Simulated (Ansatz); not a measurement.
# CH₄BrFSn: a ladder of functionals and wavefunction methods

Aim: compute CH₄BrFSn with functionals from several rungs and with coupled cluster, and see how far each lands from CCSD(T) at the basis-set limit for the atomisation energy.

Computed with Ansatz 0.2.0, Gaussian basis. Level: functionals in def2-TZVPP, the program's frozen cores in correlated methods.

Levels to be run: LDA (SPW92), PBE-D4, revPBE-D4, BLYP-D4, r2SCAN-D4, B97M-V, PBE0-D4, B3LYP-D4, r2SCANh-D4, r2SCAN0-D4, HSE06-D4, BHLYP-D4, CAM-B3LYP-D4, LC-ωPBE, ωB97X-V, ωB97M-V, B2PLYP, PBE-QIDH; CCSD(T)/def2-SVP; CCSD(T)/def2-TZVPP; MP2/def2-QZVPP; extrapolation to the limit; RPA on PBE.

**1. The geometry**

All runs share one geometry, relaxed beforehand with PBE0-D4 in a triple-zeta def2 set. Sn takes the def2 core potential; no spin-orbit term is included.

SMILES `[CH3][SnH]([F])[Br]`, 8 atoms, charge 0, spin multiplicity 1.

Atoms are counted from 1 here; the program's logs count them from 0.

Bond lengths: C1–Sn2 2.115 Å, C1–H5 1.089 Å, C1–H6 1.090 Å, C1–H7 1.089 Å, Sn2–F3 1.920 Å, Sn2–Br4 2.469 Å, Sn2–H8 1.700 Å. Angles: Sn2–C1–H5 108.1°, Sn2–C1–H6 109.4°, Sn2–C1–H7 109.8°, H5–C1–H6 109.8°, H5–C1–H7 109.7°, H6–C1–H7 110.0°, C1–Sn2–F3 105.6°, C1–Sn2–Br4 109.6°, C1–Sn2–H8 121.8°, F3–Sn2–Br4 104.9°, F3–Sn2–H8 105.1°, Br4–Sn2–H8 108.5°.

As a file:

```tsv
atom	x (Å)	y (Å)	z (Å)
C1	-0.2654	1.1542	0.1878
Sn2	0.3049	-0.8159	-0.3302
F3	1.7892	-1.2419	0.8114
Br4	-1.4773	-2.3922	0.3287
H5	-0.4995	1.1699	1.2513
H6	0.5590	1.8359	-0.0197
H7	-1.1438	1.4464	-0.3864
H8	0.8250	-1.2139	-1.8987
```

**2. LDA**

This LDA is Slater exchange with PW92 correlation.

The input, in.yaml:

```yaml
crystal:
  periodic: [false, false, false]
  atoms:
    - {symbol: C, position_ang: [-0.265366, 1.154162, 0.187797]}
    - {symbol: Sn, position_ang: [0.304894, -0.815907, -0.330174]}
    - {symbol: F, position_ang: [1.789158, -1.241891, 0.811353]}
    - {symbol: Br, position_ang: [-1.477335, -2.392184, 0.328658]}
    - {symbol: H, position_ang: [-0.499509, 1.169930, 1.251254]}
    - {symbol: H, position_ang: [0.559011, 1.835941, -0.019695]}
    - {symbol: H, position_ang: [-1.143794, 1.446431, -0.386438]}
    - {symbol: H, position_ang: [0.825041, -1.213881, -1.898654]}
basis:
  gaussian: {orbitals: def2-TZVPP}
hamiltonian: {xc: lda}
output: {orbitals: {seedname: orbitals}}
```

After this run come: PBE-D4 (GGA); revPBE-D4 (GGA); BLYP-D4 (GGA); r2SCAN-D4 (meta-GGA); B97M-V (meta-GGA); PBE0-D4 (hybrid); B3LYP-D4 (hybrid); r2SCANh-D4 (hybrid); r2SCAN0-D4 (hybrid); HSE06-D4 (hybrid); BHLYP-D4 (hybrid); CAM-B3LYP-D4 (range-separated); LC-ωPBE-D4 (range-separated); ωB97X-V (range-separated); ωB97M-V (range-separated); B2PLYP (double hybrid); PBE-QIDH (double hybrid); CCSD(T) in def2-SVP; CCSD(T) in def2-TZVPP; MP2 in def2-QZVPP; RPA on PBE orbitals.

Before running them: what should the planned runs give, taken together? Wanted: atomisation energy, CCSD(T)/CBS; farthest beyond LDA; mean size of error, GGA; mean size of error, meta-GGA; mean size of error, hybrid; mean size of error, range-separated; mean size of error, double hybrid; gap, smallest and largest; T1 diagnostic.

**Answer**, as computed:

```
                               quantity                                  value
        atomisation energy, CCSD(T)/CBS                              26.785 eV
    functionals within 0.268 eV (1.0 %)     PBE-D4, r2SCAN-D4, B97M-V, ωB97X-V
                    farthest beyond LDA                   BHLYP-D4 (-1.207 eV)
                mean size of error, GGA                               0.472 eV
           mean size of error, meta-GGA                               0.175 eV
             mean size of error, hybrid                               0.654 eV
    mean size of error, range-separated                               0.378 eV
      mean size of error, double hybrid                               0.666 eV
              gap, smallest and largest  4.95 eV (BLYP-D4), 12.22 eV (LC-ωPBE)
                          T1 diagnostic                                 0.0111
triples share of the correlation energy                                  3.1 %
```

**Reading.** LDA overbinds by 3.380 eV (13 %). PBE-D4 is off by -0.049 eV. Double hybrids carry the basis error of their MP2 part in triple zeta, and no dispersion term here, so their miss is partly the set-up's. Taken by rung, meta-GGA functionals do best (0.175 eV on average) and double hybrid ones worst beyond LDA (0.666 eV). Misses under about 0.268 eV are within the doubt on the reference itself, which lacks core-valence correlation, spin-orbit coupling and higher excitations, and its outer-core shells are covered unevenly. All levels share the lack of spin-orbit coupling, which lowers the free heavy atoms and so the true binding. Hartree-Fock recovers 72 % of the binding; the rest is correlation. CCSD(T) in def2-SVP is off by -2.089 eV, worse than the median functional, from the basis alone. The gap grows from 4.9 to 12.2 eV across the functionals, mostly with the share of exact exchange. Correlated methods include outer-core shells of Br, Sn, which these sets cover unevenly.
